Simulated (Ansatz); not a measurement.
**U-revPBE/6-31G(d) (spherical functions) run of C2H6Ga (SMILES C[Ga]C)**

Aim: the vertical ionisation energy of C2H6Ga at U-revPBE/6-31G* (spherical functions), from 2 runs. 

The calculation is run with Ansatz 0.2.0.

70 further runs of the same task are left out: 1 that didn't finish, 69 set aside as unsound or not needed.

## (1) The system as given

C2H6Ga: 9 atoms, total charge 0, spin state doublet. SMILES: `C[Ga]C`. Geometry: relaxed at PBE0-D4/def2-TZVP.

Bond lengths: C1–Ga2 1.998 Å, Ga2–C3 1.998 Å, C1–H4 1.095 Å, C1–H5 1.095 Å, C1–H6 1.089 Å, C3–H7 1.089 Å, C3–H8 1.095 Å, C3–H9 1.095 Å. Some angles: C1–Ga2–C3 118.1°, Ga2–C1–H4 108.6°, Ga2–C1–H5 108.9°, Ga2–C1–H6 113.3°, Ga2–C3–H7 113.3°, Ga2–C3–H8 108.8°, Ga2–C3–H9 108.7°, H4–C1–H5 107.9°, H4–C1–H6 109.0°, H5–C1–H6 109.1°.

## (2) A single-point energy at U-revPBE/6-31G(d) (spherical functions)

Input file molecule.yaml:

```yaml
crystal:
  periodic: [false, false, false]
  atoms:
    - {symbol: C, position_ang: [-1.246620, 1.163020, 0.175280]}
    - {symbol: Ga, position_ang: [0.456630, 0.385560, 0.873010]}
    - {symbol: C, position_ang: [1.273950, -1.139610, -0.126050]}
    - {symbol: H, position_ang: [-2.014290, 0.382510, 0.177460]}
    - {symbol: H, position_ang: [-1.092470, 1.479700, -0.861100]}
    - {symbol: H, position_ang: [-1.602690, 2.011340, 0.758180]}
    - {symbol: H, position_ang: [2.201980, -1.496820, 0.318200]}
    - {symbol: H, position_ang: [1.469380, -0.822030, -1.155250]}
    - {symbol: H, position_ang: [0.554120, -1.963680, -0.159730]}
basis:
  gaussian:
    orbitals: 6-31G_st_-spherical.json
magnetization:
  spin_polarized: true
  initial_magnetization: 1
hamiltonian:
  xc: {name: revPBE}
accuracy: high
output: {orbitals: {seedname: orbitals}}
```

The basis set 6-31G* is read from a file made from the Basis Set Exchange's data (not shown).

Launch:

```sh
$ ansatz run molecule.yaml --threads 1 --pin off --max-ram 3480MiB --events-out events.jsonl --progress --plain --runs-dir runs
```

Standard output:

```text
Warning: RAYON_NUM_THREADS=1 ignored (pool sized by the plan → 1); use --threads N
Functional definition: revPBE
  name "revPBE"
  parameter kappa = 1.245
  parameter beta = 0.06672455060314922
  exchange = pbe_x(kappa = kappa, mu = beta*pi^2/3)
  correlation = pbe_c(beta = beta)
1662 factors; integrals over basis functions are off by at most 4.7e-9 eV
mean field evaluation 1: about -54523.9453 eV, gradient 5.3e1 eV
mean field evaluation 2: about -54501.3397 eV, gradient 7.8e1 eV
mean field evaluation 4: about -54536.8498 eV, gradient 4.3e0 eV
mean field evaluation 8: about -54536.9004 eV, gradient 2.2e-2 eV
mean field evaluation 16: about -54536.9004 eV, gradient 1.9e-5 eV
mean field -54536.90044041 eV, -2004.1941247461 hartree, gradient 8.7e-8 eV, S^2 0.751323; 0 other end points of the search recorded, 0 dependent functions left out
reference -54536.90044570 eV, -2004.1941249407 hartree; 25, 24 occupied and 47, 48 virtual orbitals, 1662 factors
Total energy: -54536.90044570 eV, -2004.1941249407 hartree
```

Run time: 8.4 s. Hardware: 1 thread of Arm Neoverse V2, shared host; peak memory 0.25 GiB.

## (3) The singlet cation

Input file job.yaml:

```yaml
crystal:
  periodic: [false, false, false]
  atoms:
    - {symbol: C, position_ang: [-1.246620, 1.163020, 0.175280]}
    - {symbol: Ga, position_ang: [0.456630, 0.385560, 0.873010]}
    - {symbol: C, position_ang: [1.273950, -1.139610, -0.126050]}
    - {symbol: H, position_ang: [-2.014290, 0.382510, 0.177460]}
    - {symbol: H, position_ang: [-1.092470, 1.479700, -0.861100]}
    - {symbol: H, position_ang: [-1.602690, 2.011340, 0.758180]}
    - {symbol: H, position_ang: [2.201980, -1.496820, 0.318200]}
    - {symbol: H, position_ang: [1.469380, -0.822030, -1.155250]}
    - {symbol: H, position_ang: [0.554120, -1.963680, -0.159730]}
basis:
  gaussian: {orbitals: 6-31G_st_-spherical.json}
hamiltonian: {xc: {name: revPBE}}
output: {orbitals: {seedname: orbitals}}
accuracy: high
magnetization: {spin_polarized: false, initial_magnetization: 0}
total_charge: 1
```

The basis set 6-31G* is read from a file made from the Basis Set Exchange's data (not shown).

Launch:

```sh
$ ansatz run job.yaml --threads 1 --pin off --max-ram 3480MiB --events-out events.jsonl --progress --plain --runs-dir runs
```

Standard output, cut to the lines that bear on the results:

```text
Warning: RAYON_NUM_THREADS=1 ignored (pool sized by the plan → 1); use --threads N
[... 6 set-up lines as earlier in the session ...]
1662 factors; integrals over basis functions are off by at most 4.7e-9 eV
mean field evaluation 1: about -54506.1980 eV, gradient 9.8e1 eV
mean field evaluation 2: about -54440.4477 eV, gradient 1.6e2 eV
mean field evaluation 4: about -54529.8045 eV, gradient 1.4e1 eV
mean field evaluation 8: about -54530.1141 eV, gradient 4.3e-1 eV
mean field evaluation 16: about -54530.1147 eV, gradient 4.4e-6 eV
mean field -54530.11469235 eV, -2003.9447531047 hartree, gradient 2.4e-8 eV, S^2 0.000000; 0 other end points of the search recorded, 0 dependent functions left out
reference -54530.11469765 eV, -2003.9447532993 hartree; 24, 24 occupied and 48, 48 virtual orbitals, 1662 factors
Total energy: -54530.11469765 eV, -2003.9447532993 hartree
```

It took 5.1 s on 1 thread of Arm Neoverse V2, shared host; peak memory 0.2 GiB.

## (4) Results

Level: U-revPBE/6-31G* (spherical functions).

```
                                          quantity           value
                      doublet C2H6Ga: total energy  -2004.19412 Eh
doublet C2H6Ga: HOMO energy (highest over α and β)        -3.76 eV
 doublet C2H6Ga: LUMO energy (lowest over α and β)        -2.48 eV
                              doublet C2H6Ga: ⟨S²⟩           0.751
                      singlet cation: total energy  -2003.94475 Eh
                       singlet cation: HOMO energy       -12.45 eV
                       singlet cation: LUMO energy        -9.71 eV
                     singlet cation: HOMO–LUMO gap         2.74 eV
vertical ionisation energy (to the singlet cation)        6.786 eV
```

What this shows: The vertical ionisation energy comes to 6.79 eV (156 kcal/mol). Only the singlet of the ionised species was computed; a triplet could lie lower.
